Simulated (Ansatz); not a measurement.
# MoS2: the cost of one run

Computed with the Python package of Ansatz 0.2.0. The levels of theory stand in the script.

## 1. The structure

It takes space group P-3m1 (No. 164, trigonal). Conventional cell: a = 3.227 Å, b = 3.227 Å, c = 6.312 Å, α = 90.00°, β = 90.00°, γ = 120.00°. Around Mo (site symmetry -3m) lie 6 S at 2.42 Å. S (site symmetry 3m) has 3 Mo at 2.42 Å as nearest neighbours.

The script holds or builds the structure itself.

## 2. Script

paw_lapw_mos2.py

```python
# -*- coding: utf-8 -*-
"""Checking the PAW result for MoS2 with LAPW."""

import ansatz as az
import numpy as np

FUNCTIONAL = "PBEsol"
KMESH = (11, 11, 5)
OCCUPATIONS = "fermi_dirac"
SMEARING_WIDTH = 0.1


def count_gap(report):
    # lowest empty less highest filled band, counting bands; zero where they overlap
    return max(report.get("gap_by_band_count_ev") or 0.0, 0.0)


def main():
    lattice = az.Lattice.of(
        (3.22746456, 0.0, 0.0),
        (-1.61373228, 2.7950663, 0.0),
        (0.0, 0.0, 6.31247342),
    )
    sites = [
        ("Mo", (0.0, 0.0, 0.5)),
        ("S", (1 / 3, 2 / 3, 0.25531932)),
        ("S", (2 / 3, 1 / 3, 0.74468068)),
    ]
    xtal = az.Crystal(lattice=lattice)
    for symbol, position in sites:
        xtal = xtal.atom(symbol, position)

    model = (
        xtal.calculation()
        .functional(FUNCTIONAL)
        .kpoints(*KMESH)
        .occupations(OCCUPATIONS, width=SMEARING_WIDTH)
        .stress()
        .forces()
        .band_table()
    )
    variants = {
        "PAW": model.pseudopotentials("paw"),
        "LAPW": model.pseudopotentials("all_electron", lapw=True),
    }
    # totals differ by the cores that each treatment holds, so compare what does not depend on them
    rows = []
    for label, variant in variants.items():
        summary = variant.run(threads=1).report
        levels = np.array(summary["eigenvalues_ev"][0]) - summary["fermi_energy_ev"]
        print(label, "levels at the first k-point near E_F:", np.round(levels[np.abs(levels) < 5], 3))
        rows.append((label, summary["n_electrons"], np.trace(summary["stress_gpa"]) / 3, float(np.abs(summary["forces_ev_ang"]).max()), count_gap(summary)))
    for row in rows:
        print("; ".join(f"{name} = {round(v, 4) if isinstance(v, float) else v}" for name, v in zip(["treatment", "electrons in bands", "P GPa", "max force component eV/A", "gap by band count eV"], row)))


if __name__ == "__main__":
    main()
```

## 3. The run

The run is started by

```sh
> python paw_lapw_mos2.py
```

What time and memory should one allow on 1 thread of Arm Neoverse V1, shared host?

About 40 s, with a peak of 0.71 GiB.
